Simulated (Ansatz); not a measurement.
# C2H9BSSi: a ladder of functionals and wavefunction methods

One table from this session's results is given with a row withheld; the runs are named, their logs left out.

Method: functionals in def2-TZVPP, the program's frozen cores in correlated methods; program: Ansatz 0.2.0, Gaussian basis.

Levels to be run: LDA (SPW92), PBE-D4, revPBE-D4, BLYP-D4, r2SCAN-D4, B97M-V, PBE0-D4, B3LYP-D4, r2SCANh-D4, r2SCAN0-D4, HSE06-D4, BHLYP-D4, CAM-B3LYP-D4, LC-ωPBE, ωB97X-V, ωB97M-V, B2PLYP, PBE-QIDH; CCSD(T)/def2-SVP; CCSD(T)/def2-TZVPP; MP2/def2-QZVPP; extrapolation to the limit; RPA on PBE.

### The geometry

The geometry comes from an earlier relaxation with PBE0-D4 in a triple-zeta def2 set; it is a stationary point, not always the lowest conformer.

14 atoms, charge 0, spin multiplicity 1.

Atoms are counted from 1 here; the program's logs count them from 0.

Bond lengths: B1–Si2 1.945 Å, B1–H6 1.199 Å, B1–H7 1.196 Å, Si2–C3 1.866 Å, Si2–C4 1.868 Å, Si2–S5 2.268 Å, C3–H8 1.094 Å, C3–H9 1.092 Å, C3–H10 1.091 Å, C4–H11 1.092 Å, C4–H12 1.092 Å, C4–H13 1.095 Å, S5–H14 1.343 Å. Angles: Si2–B1–H6 116.9°, Si2–B1–H7 121.2°, H6–B1–H7 119.9°, B1–Si2–C3 123.6°, B1–Si2–C4 124.6°, B1–Si2–S5 58.6°, C3–Si2–C4 111.8°, C3–Si2–S5 107.8°, C4–Si2–S5 108.9°, Si2–C3–H8 109.5°, Si2–C3–H9 112.0°, Si2–C3–H10 110.6°, H8–C3–H9 108.0°, H8–C3–H10 107.7°, H9–C3–H10 109.0°, Si2–C4–H11 112.1°, Si2–C4–H12 111.0°, Si2–C4–H13 109.1° and more.

The first run:

in.yaml reads:

```yaml
crystal:
  periodic: [false, false, false]
  atoms:
    - {symbol: B, position_ang: [-0.649344, 1.796138, -0.544978]}
    - {symbol: Si, position_ang: [-0.069974, 0.101339, 0.212616]}
    - {symbol: C, position_ang: [1.421838, -0.078348, 1.319267]}
    - {symbol: C, position_ang: [-0.981782, -1.516852, 0.010259]}
    - {symbol: S, position_ang: [0.654888, 0.794241, -1.821459]}
    - {symbol: H, position_ang: [-0.049139, 2.775726, -0.203032]}
    - {symbol: H, position_ang: [-1.716200, 1.905483, -1.075105]}
    - {symbol: H, position_ang: [1.094177, -0.204468, 2.355816]}
    - {symbol: H, position_ang: [2.028885, -0.945134, 1.049107]}
    - {symbol: H, position_ang: [2.043514, 0.817652, 1.274572]}
    - {symbol: H, position_ang: [-0.314600, -2.331243, -0.280874]}
    - {symbol: H, position_ang: [-1.779611, -1.426573, -0.729351]}
    - {symbol: H, position_ang: [-1.444841, -1.789648, 0.963815]}
    - {symbol: H, position_ang: [-0.250910, 0.072486, -2.501654]}
basis:
  gaussian: {orbitals: def2-TZVPP}
hamiltonian: {xc: lda}
output: {orbitals: {seedname: orbitals}}
```

The run is started by

```sh
ansatz run in.yaml --threads 4 --pin off --events-out ev --progress --plain --max-ram 10444MiB
```

Among the steps run: LDA; PBE-D4 (GGA); revPBE-D4 (GGA); BLYP-D4 (GGA); r2SCAN-D4 (meta-GGA); B97M-V (meta-GGA); PBE0-D4 (hybrid); B3LYP-D4 (hybrid); r2SCANh-D4 (hybrid); r2SCAN0-D4 (hybrid); HSE06-D4 (hybrid); BHLYP-D4 (hybrid); CAM-B3LYP-D4 (range-separated); LC-ωPBE (range-separated); ωB97X-V (range-separated); ωB97M-V (range-separated); B2PLYP (double hybrid); PBE-QIDH (double hybrid).

One table of the session follows, with a row left open; its other results are not shown here.

It belongs to the step «Frontier levels by functional». 

| functional | HOMO (eV) | gap (eV) |
| --- | --- | --- |
| LDA (SPW92) | -5.82 | 4.67 |
| PBE-D4 | -5.70 | 4.74 |
| revPBE-D4 | -5.65 | 4.77 |
| BLYP-D4 | -5.57 | 4.72 |
| r2SCAN-D4 | -5.90 | 5.24 |
| B97M-V | -5.94 | 5.18 |
| PBE0-D4 | -6.77 | 6.67 |
| B3LYP-D4 | -6.59 | 6.25 |
| r2SCANh-D4 | -6.30 | 5.94 |
| r2SCAN0-D4 | ? | ? |
| HSE06-D4 | -6.38 | 5.90 |
| BHLYP-D4 | -7.75 | 8.46 |
| CAM-B3LYP-D4 | -8.05 | 8.90 |
| LC-ωPBE | -9.33 | 11.34 |
| ωB97X-V | -9.00 | 10.85 |
| ωB97M-V | -8.85 | 10.39 |

Estimate the missing values for r2SCAN0-D4.

Worked estimate for «HOMO (eV)». Against the share of exact exchange, r2SCAN-D4 (0, -5.90), r2SCANh-D4 (0.1, -6.30) give a slope of -4.00 per unit share; at 0.25 the line stands at -6.90.

The run gave: HOMO (eV): -6.90; gap (eV): 6.98. In «HOMO (eV)» the line misses by 0.00.
